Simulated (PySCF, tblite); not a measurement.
# C₈H₁₀: geometry, infrared bands and NMR shifts

What infrared bands and NMR shifts should C₈H₁₀ (`C=CC1=C[C@@H]1C1CC1`) show?

The runs use tblite 0.8.0 and PySCF 2.14.0, with density-fitted response routines of our own; the level of theory stands in each step. All values are computed, except where a source is named. Atoms count from 0, in the outputs and in this text.

### Step 1. The starting structure

18 atoms, charge 0, multiplicity 1; geometry from: force field or distance geometry start.

Bonds of the start (Å): C0–C1 1.31, C1–C2 1.46, C2–C3 1.33, C3–C4 1.49, C4–C5 1.51, C5–C6 1.52, C6–C7 1.51, C4–C2 1.49, C7–C5 1.49, C0–H8 1.08, C0–H9 1.09, C1–H10 1.11, C3–H11 1.09, C4–H12 1.11, C5–H13 1.12, C6–H14 1.12, C6–H15 1.11, C7–H16 1.10, C7–H17 1.13.

### Step 2. Geometry optimisation with GFN2-xTB

The job: settings as JSON, then the geometry in Å.

```
{"job": {"kind": "relax", "xc": "GFN2-xTB", "basis": "xTB"}, "charge": 0, "multiplicity": 1}
C      2.587300     0.546500     0.445300
C      2.202100    -0.622200     0.007800
C      0.813500    -1.086700    -0.034200
C      0.072300    -2.133400    -0.392400
C     -0.656400    -0.953900     0.146900
C     -1.344200    -0.089800    -0.883300
C     -0.861700     1.348300    -0.880700
C     -2.288900     1.002800    -0.508100
H      1.938600     1.326800     0.811200
H      3.645800     0.791500     0.450800
H      3.020300    -1.296000    -0.318300
H     -0.072000    -3.154000    -0.761000
H     -0.957100    -0.904800     1.209200
H     -1.547800    -0.569300    -1.871500
H     -0.684900     1.774300    -1.896400
H     -0.229600     1.691200    -0.038100
H     -2.625900     0.994100     0.534200
H     -3.020000     1.341000    -1.297900
```

Run with:

```bash
$ OMP_NUM_THREADS=1 python probes_run.py task.json out
```

One launch serves the whole session: the jobs run in the order shown.

**Question.** This job is followed by: GFN2-xTB harmonic vibrations, gas phase; GIAO PBE0/pcSseg-1 NMR shielding, non-relativistic, gas phase. What will the session give for the following? strongest single infrared mode (GFN2-xTB); zero-point energy (GFN2-xTB); ¹³C shifts against TMS (PBE0/pcSseg-1); ¹H shifts against TMS (PBE0/pcSseg-1); surface potential, 1st and 99th percentile.

**Answer**, as computed:

| quantity | value |
| --- | --- |
| strongest single infrared mode (GFN2-xTB) | 3105 cm⁻¹, 85 km/mol |
| zero-point energy (GFN2-xTB) | 93.7 kcal/mol |
| ¹³C shifts against TMS (PBE0/pcSseg-1) | 133.5, 133.3, 131.8, 122.1, 27.2, 19.6, 5.9, 5.6 ppm |
| ¹H shifts against TMS (PBE0/pcSseg-1) | 7.41, 7.06, 6.08, 6.04, 0.87, 0.51, 0.46, 0.27, 0.25, -0.10 ppm |
| surface potential, 1st and 99th percentile | -0.59 V and 0.93 V |

**Reading.** The optimisation took 148 steps and gained 0.602 eV; among the close pairs (by a distance rule), C7–H17 changed most, from 1.128 to 1.079 Å. All 48 modes are real, so the xTB geometry is a minimum. Unscaled tight-binding wavenumbers are off by several per cent, some by more. Its intensities can rank the bands wrongly. At PBE0/pcSseg-1: Shielding is most anisotropic at C2 (span 244 ppm, paramagnetic term -206 ppm). By nearest atom (PBE0/pcSseg-1), the HOMO sits on C3 28 %; C0, C2 about 18 % each and the LUMO on C0, C3 about 23 % each; C1, C2 about 15 % each.
